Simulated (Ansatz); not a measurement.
**BF3H5NSi: one species, many methods**

One table from this session's results is given with a row withheld; the runs are named, their logs left out.

Computed with Ansatz 0.2.0, Gaussian basis. Level: functionals in def2-TZVPP, the program's frozen cores in correlated methods.

Plan: LDA (SPW92), PBE-D4, revPBE-D4, BLYP-D4, r2SCAN-D4, B97M-V, PBE0-D4, B3LYP-D4, r2SCANh-D4, r2SCAN0-D4, HSE06-D4, BHLYP-D4, CAM-B3LYP-D4, LC-ωPBE, ωB97X-V, ωB97M-V, B2PLYP, PBE-QIDH; CCSD(T)/def2-SVP; CCSD(T)/def2-TZVPP; MP2/def2-QZVPP; extrapolation to the limit; RPA on PBE.

### Structure used throughout

An earlier PBE0-D4 in a triple-zeta def2 set relaxation fixed the geometry.

SMILES `F[B-](F)(F)[NH2+][SiH3]`, 11 atoms, charge 0, spin multiplicity 1.

Atoms are counted from 1 here; the program's logs count them from 0.

Bond lengths: F1–B2 1.369 Å, B2–F3 1.378 Å, B2–F4 1.366 Å, B2–N5 1.675 Å, N5–Si6 1.810 Å, N5–H7 1.017 Å, N5–H8 1.017 Å, Si6–H9 1.474 Å, Si6–H10 1.484 Å, Si6–H11 1.473 Å. Angles: F1–B2–F3 113.5°, F1–B2–F4 114.3°, F1–B2–N5 104.5°, F3–B2–F4 113.7°, F3–B2–N5 104.0°, F4–B2–N5 105.5°, B2–N5–Si6 111.5°, B2–N5–H7 106.9°, B2–N5–H8 107.2°, Si6–N5–H7 112.5°, Si6–N5–H8 111.6°, H7–N5–H8 106.7°, N5–Si6–H9 106.9°, N5–Si6–H10 106.5°, N5–Si6–H11 107.3°, H9–Si6–H10 110.4°, H9–Si6–H11 114.4°, H10–Si6–H11 110.9°.

The first run:

The input, in.yaml:

```yaml
crystal:
  periodic: [false, false, false]
  atoms:
    - {symbol: F, position_ang: [-1.587373, -1.500868, 0.055003]}
    - {symbol: B, position_ang: [-0.221757, -1.445079, -0.019553]}
    - {symbol: F, position_ang: [0.392666, -1.381104, 1.212221]}
    - {symbol: F, position_ang: [0.333096, -2.365582, -0.863177]}
    - {symbol: N, position_ang: [0.099678, 0.046373, -0.711436]}
    - {symbol: Si, position_ang: [0.159359, 1.356711, 0.535825]}
    - {symbol: H, position_ang: [-0.619106, 0.208456, -1.412318]}
    - {symbol: H, position_ang: [0.982064, -0.036738, -1.210853]}
    - {symbol: H, position_ang: [1.466582, 1.249273, 1.208755]}
    - {symbol: H, position_ang: [0.059517, 2.642234, -0.199499]}
    - {symbol: H, position_ang: [-0.999326, 1.169222, 1.425433]}
basis:
  gaussian: {orbitals: def2-TZVPP}
hamiltonian: {xc: lda}
output: {orbitals: {seedname: orbitals}}
```

The run is started by

```sh
> ansatz run in.yaml --threads 4 --pin off --events-out ev --progress --plain --max-ram 10444MiB
```

Steps of the session up to this table: LDA; PBE-D4 (GGA); revPBE-D4 (GGA); BLYP-D4 (GGA); r2SCAN-D4 (meta-GGA); B97M-V (meta-GGA); B3LYP-D4 (hybrid); r2SCANh-D4 (hybrid); r2SCAN0-D4 (hybrid); HSE06-D4 (hybrid); BHLYP-D4 (hybrid); CAM-B3LYP-D4 (range-separated); LC-ωPBE (range-separated); ωB97X-V (range-separated); ωB97M-V (range-separated); B2PLYP (double hybrid); PBE-QIDH (double hybrid).

One table of the session follows, with a row left open; its other results are not shown here.

It belongs to the step «Orbital energies across the functionals». 

```
  functional  HOMO (eV)  gap (eV)
 LDA (SPW92)      -8.41      6.65
      PBE-D4      -8.16      6.62
   revPBE-D4      -8.06      6.63
     BLYP-D4      -8.11      6.64
   r2SCAN-D4      -8.67      7.60
      B97M-V      -8.85      7.44
     PBE0-D4      -9.99      9.30
    B3LYP-D4      -9.77      8.81
  r2SCANh-D4      -9.36      8.56
  r2SCAN0-D4          ?         ?
    HSE06-D4      -9.59      8.52
    BHLYP-D4     -11.53     11.60
CAM-B3LYP-D4     -11.47     11.67
     LC-ωPBE     -12.78     14.23
     ωB97X-V     -12.45     13.73
     ωB97M-V     -12.32     13.23
```

Estimate the missing values for r2SCAN0-D4.

Worked estimate for «HOMO (eV)». Against the share of exact exchange, r2SCAN-D4 (0, -8.67), r2SCANh-D4 (0.1, -9.36) give a slope of -6.90 per unit share; at 0.25 the line stands at -10.39.

The run gave: HOMO (eV): -10.27; gap (eV): 9.87. In «HOMO (eV)» the line misses by -0.12.
